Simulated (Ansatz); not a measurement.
Consider an equation of state with a fit of BIr, space group P-6m2 (Ansatz 0.2.0, Python API).

`run_eos.py`:
```python
"""Bulk modulus of BIr from an E(V) curve."""

import ansatz as az
import numpy as np
from scipy.optimize import curve_fit

vectors0 = np.array([
    [3.0421, 0.0, 0.0],
    [-1.5211, 2.6345, 0.0],
    [0.0, 0.0, 2.703],
])
sites = [
    ("B", [1 / 3, 2 / 3, 0.5]),
    ("Ir", [0.0, 0.0, 0.0]),
]


def on_lattice(cell):
    crystal = az.Crystal(lattice=az.Lattice.of(cell))
    for symbol, position in sites:
        crystal = crystal.atom(symbol, position)
    return crystal

def vinet(v, e0, v0, b0, b1):
    eta = (v / v0) ** (1 / 3)
    return e0 + 2 * b0 * v0 / (b1 - 1) ** 2 * (2 - (5 + 3 * b1 * (eta - 1) - 3 * eta) * np.exp(-1.5 * (b1 - 1) * (eta - 1)))


def main() -> None:
    # scale the volume, keep shape and fractions
    volumes, energies, pressures = [], [], []
    for scale in np.linspace(0.95, 1.07, 5):
        cell = vectors0 * scale ** (1 / 3)
        setup = (
            on_lattice(cell).calculation()
            .functional("PBEsol")
            .occupations("Gaussian", width=0.15)
            .basis(500)
            .kpoints(9, 9, 9)
            .stress()
        )
        summary = setup.run(threads=1).report
        volumes.append(abs(np.linalg.det(cell)) / len(sites))
        energies.append(summary["free_energy_ev"] / len(sites))
        pressures.append(np.trace(summary["stress_gpa"]) / 3)
        print(f"V = {volumes[-1]:8.4f} A^3/atom  F = {energies[-1]:.5f} eV/atom  P = {pressures[-1]:8.3f} GPa")

    guess = (min(energies), volumes[int(np.argmin(energies))], 0.5, 4.5)
    (e0, v0, b0, b1), _ = curve_fit(vinet, np.array(volumes), np.array(energies), p0=guess, maxfev=20000)
    print(f"Vinet fit: V0 = {v0:.4f} A^3/atom, B0 = {160.21766 * b0:.1f} GPa, B1 = {b1:.2f}")
    print("largest residual", round(1000 * float(np.abs(vinet(np.array(volumes), e0, v0, b0, b1) - energies).max()), 3), "meV/atom")


if __name__ == "__main__":
    main()
```

Estimate the equilibrium volume and the bulk modulus.

A third-order Birch-Murnaghan fit through the 5 points has its minimum at 10.64 Å³ an atom, 1.7 % below the typed cell, with a bulk modulus of 335 GPa and dB/dP = 4.5. From that minimum the energy rises by 13.0 meV an atom on the compressed side and 75.5 meV on the expanded side.

The run itself:

`python run_eos.py` gives:
```text
DeckWarning: crystal.lattice, of which some number shows no typed digit to judge by, misses the space group found at crystal.symmetry.tolerance 1.0e-5 by more than rounding, which is why this is a warning: the operation that it misses by the most changes a squared length by the fraction 4.61e-6, and from 1e-6 on that [...]
DeckWarning: 8 symmetry operations that the atoms keep within the bar at which the run's group was sought (crystal.symmetry.tolerance 1.0e-5, or twice it) were not taken beside the 4 unitary ones that the detection took (of a slab, those that keep its plane). If the more symmetric cell is meant, write the vectors of [...]
V =  10.2899 A^3/atom  F = -5976.05998 eV/atom  P =   12.177 GPa
V =  10.6148 A^3/atom  F = -5976.07289 eV/atom  P =    0.873 GPa
V =  10.9398 A^3/atom  F = -5976.06470 eV/atom  P =   -8.692 GPa
V =  11.2647 A^3/atom  F = -5976.03864 eV/atom  P =  -16.781 GPa
V =  11.5897 A^3/atom  F = -5975.99748 eV/atom  P =  -23.612 GPa
Vinet fit: V0 = 10.6424 A^3/atom, B0 = 335.4 GPa, B1 = 4.45
largest residual 0.001 meV/atom
```
(Warnings from the package without file and line, shortened, repeats left out.)

Absolute energies stand on the zero of these potentials, so only differences at equal settings mean something. The run is spin-unpolarised. Shape and fractional positions are held along the curve, so the bulk modulus is an upper value where they are free to relax. The mesh is modest for a metal, so energies can be off by several to tens of meV an atom and pressures by half a GPa or more; differences at equal mesh fare better. Pressure is positive in compression. Spin-orbit coupling, which matters for elements this heavy, is left out. The structure comes from a database of computed cells and needn't be a stable or known phase. Cost: of the order of 19 core-seconds.

(Lines on the test bed's own set-up are left out of the output.)
